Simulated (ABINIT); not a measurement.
TaVN2:

```
Ta V N
1.0
     3.04987    0.00000    0.00000
     0.00000    3.04987    0.00000
     0.00000    0.00000    4.29606
Ta V N
1 1 2
Cartesian
  0.0000 0.0000 0.0000
  1.5249 1.5249 2.1480
  1.5249 1.5249 0.0000
  0.0000 0.0000 2.1480
```

The cell comes from a database or a generator and needn't be the stable form of this composition.

Base run:

| Quantity | Value |
| --- | --- |
| Program | ABINIT 10.8.3 (patched build) |
| Functional | PBEsol |
| Potentials or basis | JTH PAW PBE v2.0 |
| Cutoff | 707 eV |
| k mesh | 9 × 9 × 6 |
| Occupations | fermi-dirac, width 0.05 eV |
| Spin | collinear spin, ferromagnetic start |
| Starting moments | [0.0, 2.0, 0.0, 0.0] μB |

Its results: band gap on the k mesh none (metal or under the smearing width); pressure -10.3 GPa; net moment 0.89 μB per cell; site moments Ta -0.04; V +0.82; N +0.01 μB.

**Question.** The run is repeated on the same cell with these changes: k mesh from 9 × 9 × 6 to 6 × 6 × 4. What comes out?

**Answer.** Band gap on the k mesh none (metal or under the smearing width); pressure -10.0 GPa; net moment 1.02 μB per cell; site moments Ta -0.06; V +0.95; N +0.01, +0.02 μB.

Caveats: some runs use coarse meshes; the PAW data sets were made with another functional, which shifts forces and pressure a little.

Not every run made on this cell is shown here.
